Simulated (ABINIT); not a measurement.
# NbSi (Pm-3m) in ABINIT: a series of runs, part 2 of 2

ABINIT 10.8.3 (patched build). Earlier steps stand in the parts before.

## Step 4: Single point, PBE+D2, spin-orbit coupling, no magnetisation (cell relaxed)

run.abi reads:

```
pp_dirpath "./"
pseudos "Nb.GGA_PBE-ansatz.xml, Si.GGA_PBE-ansatz.xml"

acell 3*1.0 Angstrom
rprim
     3.1477388000     0.0000000000     0.0000000000
     0.0000000000     3.1477388000     0.0000000000
     0.0000000000     0.0000000000     3.1477388000
ntypat 2
znucl 41 14
natom 2
typat 1 2
xred
     0.0000000000     0.0000000000     0.0000000000
     0.5000000000     0.5000000000     0.5000000000
chkprim 0
chksymtnons 0
tolsym 1.0e-6

ecut 15.4
pawecutdg 30.8
pawxcdev 0

kptopt 4
ngkpt 6 6 6
nshiftk 1
shiftk 0.0 0.0 0.0

ixc 11
vdw_xc 5

nband 26
occopt 3
tsmear 0.00183747

nspinor 2
nspden 1
pawspnorb 1

nstep 100
tolvrs 1.0e-9

iomode 3
prtwf 0
prteig 0
prtebands 0
enunit 2
prtvol 2
prtden 1
prtvha 1
prtvclmb 1
prtpot 1
```

Potentials or basis: Ansatz PAW PBE default generated set, frozen core.

Run with:

```console
abinit run.abi > log 2>&1
```

run.abo:

```text
[... set-up lines left out ...]
 ETOT  1  -61.448392919314    -6.145E+01 3.690E-01 4.516E+00
 ETOT  2  -61.567184121119    -1.188E-01 4.578E-02 1.189E+00
 ETOT  3  -61.559276744173     7.907E-03 3.908E-03 8.867E-02
 ETOT  4  -61.559292917864    -1.617E-05 4.514E-03 9.909E-03
 ETOT  5  -61.559240761492     5.216E-05 1.492E-03 1.432E-03
 ETOT  6  -61.559236611654     4.150E-06 1.904E-03 4.345E-04
 ETOT  7  -61.559233237514     3.374E-06 7.873E-04 3.437E-05
 ETOT  8  -61.559233116108     1.214E-07 4.875E-04 5.704E-06
 ETOT  9  -61.559233074958     4.115E-08 2.858E-04 2.386E-07
 ETOT 10  -61.559233074219     7.396E-10 3.336E-04 4.135E-09
 ETOT 11  -61.559233074203     1.531E-11 1.386E-04 2.302E-09
 ETOT 12  -61.559233074182     2.110E-11 1.613E-04 2.050E-10

 At SCF step   12       nres2   =  2.05E-10 < tolvrs=  1.00E-09 =>converged.

 Cartesian components of stress tensor (hartree/bohr^3)
  sigma(1 1)=  9.33001279E-07  sigma(3 2)=  0.00000000E+00
  sigma(2 2)=  9.33001279E-07  sigma(3 1)=  0.00000000E+00
  sigma(3 3)=  9.33001279E-07  sigma(2 1)=  0.00000000E+00

--- !ResultsGS
iteration_state: {dtset: 1, }
comment   : Summary of ground state results
lattice_vectors:
- [  5.9483642,   0.0000000,   0.0000000, ]
- [  0.0000000,   5.9483642,   0.0000000, ]
- [  0.0000000,   0.0000000,   5.9483642, ]
lattice_lengths: [   5.94836,    5.94836,    5.94836, ]
lattice_angles: [ 90.000,  90.000,  90.000, ] # degrees, (23, 13, 12)
lattice_volume:   2.1047119E+02
convergence: {deltae:  2.110E-11, res2:  2.050E-10, residm:  1.613E-04, diffor: null, }
etotal    :  -6.15592331E+01
entropy   :   0.00000000E+00
fermie    :   3.83470752E-01
cartesian_stress_tensor: # hartree/bohr^3
- [  9.33001279E-07,   0.00000000E+00,   0.00000000E+00, ]
- [  0.00000000E+00,   9.33001279E-07,   0.00000000E+00, ]
- [  0.00000000E+00,   0.00000000E+00,   9.33001279E-07, ]
pressure_GPa:  -2.7450E-02
xred      :
- [  0.0000E+00,   0.0000E+00,   0.0000E+00, Nb]
- [  5.0000E-01,   5.0000E-01,   5.0000E-01, Si]
cartesian_forces: # hartree/bohr
- [ -0.00000000E+00,  -0.00000000E+00,  -0.00000000E+00, ]
- [ -0.00000000E+00,  -0.00000000E+00,  -0.00000000E+00, ]
force_length_stats: {min:   0.00000000E+00, max:   0.00000000E+00, mean:   0.00000000E+00, }
...

 Integrated electronic density in atomic spheres:
 ------------------------------------------------
 Atom  Sphere_radius  Integrated_density
    1        2.63806         11.47723137
    2        2.63806          3.60793250

================================================================================

 ----iterations are completed or convergence reached----

 Mean square residual over all n,k,spin=   13.365E-07; max=  16.127E-05
   0.0000  0.0000  0.0000    1  9.24021E-14 kpt; spin; max resid(k); each band:
  5.66E-14 5.66E-14 5.51E-14 5.50E-14 5.88E-14 5.88E-14 5.88E-14 5.88E-14
  9.19E-14 8.37E-14 4.47E-15 3.93E-15 3.80E-15 3.44E-15 4.18E-16 9.58E-16
  3.70E-16 1.17E-15 1.74E-15 4.61E-16 8.23E-14 8.09E-14 8.49E-14 8.11E-14
  9.24E-14 8.25E-14
   0.1667  0.0000  0.0000    1  2.90787E-13 kpt; spin; max resid(k); each band:
  7.18E-14 7.18E-14 5.34E-14 5.34E-14 5.91E-14 5.94E-14 5.50E-14 5.50E-14
  1.04E-13 1.05E-13 1.30E-13 1.30E-13 9.78E-15 1.36E-14 2.40E-13 2.41E-13
  2.38E-13 2.39E-13 1.58E-13 1.59E-13 4.21E-15 7.57E-15 2.91E-13 2.77E-13
  2.89E-13 2.75E-13
   0.3333  0.0000  0.0000    1  6.85464E-05 kpt; spin; max resid(k); each band:
  7.70E-14 7.70E-14 5.17E-14 5.69E-14 6.88E-14 6.93E-14 2.50E-14 1.07E-14
  1.27E-13 1.24E-13 2.02E-13 2.01E-13 5.38E-14 5.39E-14 2.05E-13 1.54E-13
  3.01E-14 9.09E-14 2.41E-14 4.46E-14 1.53E-13 2.15E-13 5.90E-07 2.61E-06
  3.42E-06 6.85E-05
   0.5000  0.0000  0.0000    1  1.43108E-04 kpt; spin; max resid(k); each band:
  7.43E-14 7.39E-14 4.85E-14 3.92E-14 5.46E-14 5.36E-14 4.73E-15 4.80E-15
[... 68 lines left out ...]
   0.5000  0.3333  0.3333    1  1.11638E-05 kpt; spin; max resid(k); each band:
[... 237 lines left out ...]
   0.00000    0.00000
 Fermi (or HOMO) energy (eV) =  10.43477   Average Vxc (eV)= -12.08186
 Eigenvalues (   eV  ) for nkpt=  20  k points:
 kpt#   1, nband= 26, wtk=  0.00463, kpt=  0.0000  0.0000  0.0000 (reduced coord)
 -44.16652  -44.16652  -21.49343  -21.49343  -19.40977  -19.40977  -19.40977  -19.40977
  -0.62565   -0.62565    7.75920    7.75920    7.75920    7.75920   12.66936   12.66936
  12.66936   12.66936   12.79342   12.79342   12.86153   12.86153   13.04791   13.04791
  13.04791   13.04791
 kpt#   2, nband= 26, wtk=  0.02778, kpt=  0.1667  0.0000  0.0000 (reduced coord)
 -44.15728  -44.15728  -21.52211  -21.52211  -19.48666  -19.48666  -19.39852  -19.39852
  -0.14773   -0.14773    7.47893    7.47893    7.99535    7.99535   11.00346   11.00346
  11.08506   11.08506   12.37853   12.37853   12.82063   12.82063   14.84672   14.84672
  14.96774   14.96774
 kpt#   3, nband= 26, wtk=  0.02778, kpt=  0.3333  0.0000  0.0000 (reduced coord)
 -44.13875  -44.13875  -21.58741  -21.58741  -19.62595  -19.62595  -19.37591  -19.37591
   1.15157    1.15157    5.81374    5.81374    8.55808    8.55808    9.77675    9.77675
   9.83853    9.83853   13.05436   13.05436   13.27879   13.27879   16.83331   16.83347
  17.01792   17.05674
 kpt#   4, nband= 26, wtk=  0.01389, kpt=  0.5000  0.0000  0.0000 (reduced coord)
 -44.12944  -44.12944  -21.62413  -21.62413  -19.68845  -19.68845  -19.36458  -19.36458
[... 68 lines left out ...]
 kpt#  18, nband= 26, wtk=  0.05556, kpt=  0.5000  0.3333  0.3333 (reduced coord)
 -44.07658  -44.07658  -21.73140  -21.73140  -19.73493  -19.73493  -19.65498  -19.65498
   3.49565    3.49565    5.93863    5.93863    6.00348    6.00348    9.90751    9.90751
  11.17634   11.17634   11.54116   11.54116   12.82821   12.82821   15.11252   15.11252
  17.99304   17.99416
 kpt#  19, nband= 26, wtk=  0.02778, kpt=  0.5000  0.5000  0.3333 (reduced coord)
 -44.06780  -44.06780  -21.75161  -21.75161  -19.75915  -19.75915  -19.67838  -19.67838
   3.96221    3.96221    5.72269    5.72269    5.74945    5.74945    8.67705    8.67705
  11.49995   11.49995   13.32043   13.32043   13.54417   13.54417   14.74447   14.74447
  16.57288   16.57288
 kpt#  20, nband= 26, wtk=  0.00463, kpt=  0.5000  0.5000  0.5000 (reduced coord)
 -44.05907  -44.05907  -21.77022  -21.77022  -19.74255  -19.74255  -19.74255  -19.74255
   5.32715    5.32715    5.32715    5.32715    5.33988    5.33988    6.61762    6.61762
  14.05709   14.05709   14.50895   14.50895   14.50895   14.50895   14.77979   14.77979
  14.77979   14.77979
 Total charge density [el/Bohr^3]
)     Maximum=    7.7029E-01  at reduced coord.    0.0000    0.0000    0.9000
)Next maximum=    7.7029E-01  at reduced coord.    0.0000    0.0000    0.1000
)     Minimum=    7.1507E-03  at reduced coord.    0.5000    0.5000    0.5000
)Next minimum=    8.7064E-03  at reduced coord.    0.5000    0.5000    0.4667
   Integrated=    1.7000E+01

--- !EnergyTerms
iteration_state     : {dtset: 1, }
comment             : Components of total free energy in Hartree
kinetic             :  1.60775795135912E+01
hartree             :  1.04428091412186E+01
xc                  : -8.53454733332244E+00
Ewald energy        : -5.11318195420051E+01
psp_core            :  3.03205158629107E+00
local_psp           : -3.41281995044412E+01
PAW spherical_terms :  2.71279581610342E+00
VdWaals_dft_d       : -2.93875904944218E-02
internal            : -6.15587179130589E+01
'-kT*entropy'       : -5.06714956060575E-04
total_energy        : -6.15592246280149E+01
total_energy_eV     : -1.67511183835602E+03
...

--- !EnergyTermsDC
iteration_state     : {dtset: 1, }
comment             : '"Double-counting" decomposition of free energy'
band_energy         : -5.47227362746533E+00
Ewald energy        : -5.11318195420051E+01
psp_core            :  3.03205158629107E+00
xc_dc               : -9.35765691963796E+00
PAW spherical_terms :  1.40035973408564E+00
VdWaals_dft_d       : -2.93875904944218E-02
internal            : -6.15587263592261E+01
'-kT*entropy'       : -5.06714956060575E-04
total_energy_dc     : -6.15592330741821E+01
total_energy_dc_eV  : -1.67511206818794E+03
...

--- !EnergyTermsWithPAWCore
iteration_state     : {dtset: 1, }
comment             : 'Components of total free energy, including PAW core contributions'
Total energy        : -4.03504949132254E+03
Total energy DC     : -4.03504949976871E+03
Total energy (eV)   : -1.09799290230027E+05
Total energy DC (eV): -1.09799290459859E+05
...

 Cartesian components of stress tensor (hartree/bohr^3)
  sigma(1 1)=  9.33001279E-07  sigma(3 2)=  0.00000000E+00
  sigma(2 2)=  9.33001279E-07  sigma(3 1)=  0.00000000E+00
  sigma(3 3)=  9.33001279E-07  sigma(2 1)=  0.00000000E+00

-Cartesian components of stress tensor (GPa)         [Pressure= -2.7450E-02 GPa]
- sigma(1 1)=  2.74498453E-02  sigma(3 2)=  0.00000000E+00
- sigma(2 2)=  2.74498453E-02  sigma(3 1)=  0.00000000E+00
- sigma(3 3)=  2.74498453E-02  sigma(2 1)=  0.00000000E+00

== END DATASET(S) ==============================================================
================================================================================

 -outvars: echo values of variables after computation  --------
            acell      1.8897261259E+00  1.8897261259E+00  1.8897261259E+00 Bohr
           etotal     -6.1559233074E+01
            fcart     -0.0000000000E+00 -0.0000000000E+00 -0.0000000000E+00
                      -0.0000000000E+00 -0.0000000000E+00 -0.0000000000E+00
            rprim      3.1477388000E+00  0.0000000000E+00  0.0000000000E+00
                       0.0000000000E+00  3.1477388000E+00  0.0000000000E+00
                       0.0000000000E+00  0.0000000000E+00  3.1477388000E+00
           strten      9.3300127914E-07  9.3300127914E-07  9.3300127914E-07
                       0.0000000000E+00  0.0000000000E+00  0.0000000000E+00
           xangst      0.0000000000E+00  0.0000000000E+00  0.0000000000E+00
                       1.5738694000E+00  1.5738694000E+00  1.5738694000E+00
             xred      0.0000000000E+00  0.0000000000E+00  0.0000000000E+00
                       5.0000000000E-01  5.0000000000E-01  5.0000000000E-01
 Calculation completed.
```

Run time: 43 s. Hardware: 1 thread of Arm Neoverse V1, shared host; peak memory 0.23 GiB.

What came out:

* Free energy: -1675.1121 eV
* Pressure: 0.0 GPa
* Band gap on the k mesh: none (metal or under the smearing width)

Levels at points of the mesh, in eV from the Fermi level:
```csv
k point,band 12,band 13,band 14,band 15,band 16,band 17,band 18,band 19,band 20,band 21
"(0.00, 0.00, 0.00)",-2.68,-2.68,-2.68,2.23,2.23,2.23,2.23,2.36,2.36,2.43
"(0.50, 0.00, 0.00)",-6.28,-1.53,-1.53,-1.10,-1.10,-1.04,-1.04,2.75,2.75,4.24
"(0.50, 0.50, 0.00)",-2.92,-2.77,-2.77,-2.19,-2.19,0.29,0.29,0.35,0.35,4.19
"(0.50, 0.50, 0.50)",-5.11,-5.09,-5.09,-3.82,-3.82,3.62,3.62,4.07,4.07,4.07
```

Caveat: pairwise dispersion overbinds metals, which lowers pressure and volume; the atomic spheres overlap.

## Step 5: Overview

```csv
task,level,potentials or basis,spin,cell,cutoff (eV),cell freedom (optcell),optimiser (ionmov),cutoff smearing ecutsm (Ha),force stop (Ha/bohr),fine-grid cutoff,gap on the mesh (eV),pressure (GPa)
single point,LDA,PseudoDojo NC SR LDA v0.4.1 standard,off,as given,1116,-,-,-,-,-,none,-7.8
relaxation of cell and atoms,PBE+D2,"Ansatz PAW PBE default generated set, frozen core","SOC, no magnetisation",relaxed,419,2,2,0.5,2e-05,838.111 eV,none,0.0
single point,PBE+D2,"Ansatz PAW PBE default generated set, frozen core","SOC, no magnetisation",cell relaxed,419,-,-,-,-,838.111 eV,none,0.0
```

Alike in all rows: k mesh 6 × 6 × 6; smearing fermi-dirac 0.05 eV.

Caveats: pairwise dispersion overbinds metals, which lowers pressure and volume (some runs); the atomic spheres overlap (some runs).

Absolute energies hang on the potentials; compare differences alone.
